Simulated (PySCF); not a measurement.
# C8H12Br2OSe: the cost of one run

Computed with PySCF 2.14.0, with density-fitted response routines of our own, on a single molecule in the gas phase. Atoms are numbered from 0 throughout.

### Step 1. Starting geometry

24 atoms, charge 0, multiplicity 1; geometry from: GFN2-xTB.

Bonds of the start (Å): C0–C1 1.49, C1–Br2 1.93, C1–C3 1.32, C3–C4 1.49, C3–Se5 1.98, Se5–O6 1.60, Se5–C7 1.97, C7–C8 1.49, C7–C9 1.33, C9–C10 1.49, C9–Br11 1.93, C0–H12 1.09, C0–H13 1.09, C0–H14 1.09, C4–H15 1.09, C4–H16 1.09, C4–H17 1.09, C8–H18 1.09, C8–H19 1.09, C8–H20 1.09, C10–H21 1.09, C10–H22 1.09, C10–H23 1.09.

### Step 2. Geometry optimisation at PBE0-D3(BJ)/def2-SVP

Job settings and geometry (Å):

```
{"job": {"xc": "PBE0", "basis": "def2-SVP", "d3": "d3bj", "grid": 1, "kind": "geom"}, "charge": 0, "multiplicity": 1}
C      2.672390    -1.332440     1.327260
C      2.298830    -0.107980     0.570560
Br     3.440350     1.394070     0.972590
C      1.300700     0.041900    -0.285630
C      0.959270     1.236130    -1.102950
Se     0.189150    -1.550790    -0.687720
O      0.582920    -1.878460    -2.200200
C     -1.513380    -0.559510    -0.815670
C     -2.049610    -0.392560    -2.191010
C     -2.079930    -0.169940     0.318030
C     -1.562300    -0.342420     1.700180
Br    -3.748790     0.791040     0.230440
H      2.106620    -2.192600     0.961810
H      3.735280    -1.538300     1.202870
H      2.482230    -1.198640     2.393100
H      0.105170     1.768960    -0.681500
H      1.798480     1.926380    -1.166270
H      0.699570     0.906570    -2.110560
H     -3.029870    -0.860620    -2.286890
H     -2.155480     0.662420    -2.445690
H     -1.364390    -0.863040    -2.898170
H     -0.695630    -1.001420     1.707320
H     -1.276140     0.622430     2.121820
H     -2.334300    -0.767060     2.341650
```

**Question.** How long does this first job take on 8 threads of Intel Xeon 6975P-C (Granite Rapids), shared host?

About 6.1 min.
